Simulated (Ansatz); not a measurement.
# C2H5BBrN: the cost of one run

All numbers below are computed with Ansatz 0.2.0 (RKS B3LYP-D4/def2-SVP).

## 1. Starting point

Bond lengths: N1–B2 1.481 Å, B2–C3 1.604 Å, B2–C4 1.661 Å, C3–C4 1.476 Å, C4–Br5 1.988 Å, N1–H6 1.035 Å, N1–H7 1.095 Å, C3–H8 1.059 Å, C3–H9 1.161 Å, C4–H10 1.052 Å. Angles (14 of 18 angles, heavy atoms first): N1–B2–C3 147.8°, N1–B2–C4 152.7°, C3–B2–C4 53.7°, B2–C3–C4 65.1°, B2–C4–C3 61.2°, B2–C4–Br5 108.8°, C3–C4–Br5 110.4°, B2–N1–H6 110.2°, B2–N1–H7 104.8°, B2–C3–H8 117.3°, B2–C3–H9 110.2°, C4–C3–H8 119.6°, C4–C3–H9 109.7°, B2–C4–H10 114.5°.

Structure file:

```xyz
10

N    -1.3130    0.1296    1.4081
B    -0.1653   -0.0230    0.4845
C     0.6895   -0.9868   -0.4713
C     0.7572    0.4468   -0.8144
Br   -0.4481    0.8529   -2.3419
H    -0.9887    0.4869    2.3242
H    -1.8762    0.9833    1.0170
H     0.1529   -1.6498   -1.0984
H     1.6709   -1.3102    0.0588
H     1.6039    1.0191   -0.5636
```

## 2. Relaxing end A

File input.yaml:

```yaml
crystal:
  periodic: [false, false, false]
  atoms:
    - { symbol: "N", position_ang: [-1.313, 0.1296, 1.4081] }
    - { symbol: B, position_ang: [-0.1653, -0.023, 0.4845] }
    - { symbol: C, position_ang: [0.6895, -0.9868, -0.4713] }
    - { symbol: C, position_ang: [0.7572, 0.4468, -0.8144] }
    - { symbol: Br, position_ang: [-0.4481, 0.8529, -2.3419] }
    - { symbol: H, position_ang: [-0.9887, 0.4869, 2.3242] }
    - { symbol: H, position_ang: [-1.8762, 0.9833, 1.017] }
    - { symbol: H, position_ang: [0.1529, -1.6498, -1.0984] }
    - { symbol: H, position_ang: [1.6709, -1.3102, 0.0588] }
    - { symbol: H, position_ang: [1.6039, 1.0191, -0.5636] }
basis:
  gaussian: { orbitals: def2-SVP }
hamiltonian:
  xc: b3lyp
  dispersion: d4
relax:
  f_tol: 0.015
  max_steps: 40
```

Launch:

```
> ansatz run input.yaml --threads 2 --pin off --max-ram 3072MiB --backend cpu --events-out ev --progress --plain --runs-dir out
```

Q: Estimate wall time and peak memory on 2 threads of Arm Neoverse V2, shared host.

About 46 s, with a peak of 0.27 GiB.
